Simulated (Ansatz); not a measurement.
Predict the output of the script below (Ansatz's Python interface).

`dimer.py`:
```python
'''Binding of a CH4SSi dimer at a trial geometry.'''

import ansatz as az

FIRST = [
    ('C', (-0.8225, 0.6531, -0.3002)),
    ('S', (-0.14, -0.3446, 0.967)),
    ('Si', (1.62, -1.1031, 0.0388)),
    ('H', (-1.7244, 1.1457, 0.0643)),
    ('H', (-0.1913, 1.5044, -0.6037)),
    ('H', (-1.1072, 0.1236, -1.2033)),
    ('H', (2.3657, -1.9791, 1.0369)),
]
SECOND = [
    ('C', (-1.6032, -2.8903, -3.3345)),
    ('S', (-0.1479, -1.9817, -3.6859)),
    ('Si', (-0.9207, -0.0385, -4.0871)),
    ('H', (-1.3423, -3.914, -3.0647)),
    ('H', (-2.1575, -2.5431, -2.4471)),
    ('H', (-2.3132, -2.9612, -4.1518)),
    ('H', (0.2398, 0.9028, -4.3818)),
]

def energy(atoms, ghosts=()):
    molecule = az.Crystal.molecule()
    for symbol, xyz in atoms:
        molecule = molecule.atom(symbol, xyz)
    calc = (
        molecule.calculation()
        .basis(gaussian='def2-SVPD')
        .functional('B3LYP')
    )
    deck = calc.input()
    if ghosts:
        deck = deck.set(az.key.basis.gaussian.ghost_atoms, [{'symbol': s, 'position_ang': list(xyz)} for s, xyz in ghosts])
    return az.Session.from_dict(deck).plan().execute().report['free_energy_ev']

# ghost atoms carry the functions of the partner
both = energy(FIRST + SECOND)
alone = energy(FIRST) + energy(SECOND)
ghosted = energy(FIRST, SECOND) + energy(SECOND, FIRST)
print(f'dimer {both:.6f} eV')
print(f'interaction, uncorrected   {23.060548 * (both - alone):8.3f} kcal/mol')
print(f'interaction, counterpoise  {23.060548 * (both - ghosted):8.3f} kcal/mol')
print(f'basis-set superposition    {23.060548 * (alone - ghosted):8.3f} kcal/mol')
```

`python dimer.py` gives:
```text
dimer -39617.776941 eV
interaction, uncorrected      0.479 kcal/mol
interaction, counterpoise     1.506 kcal/mol
basis-set superposition       1.028 kcal/mol
```

Uncorrected it is 0.479 kcal/mol, with the counterpoise correction 1.506 kcal/mol; the difference, 1.027 kcal/mol, is the superposition error. In this basis both values are repulsive.

Total energies depend on the basis set; only differences at equal settings carry meaning. The dimer is a generated trial pose of unrelaxed monomers, not a minimum, so the figure is no binding energy, and the basis set is small. b3lyp holds the VWN-RPA fit, as in Gaussian; the form of ORCA and Turbomole is b3lyp5. This level lacks the dispersion part of the attraction (electrostatics and induction are there), which can decide the sign where the interaction is weak. Finished in 38 s on 1 thread of Arm Neoverse V1 (shared host), peak memory 0.64 GiB.
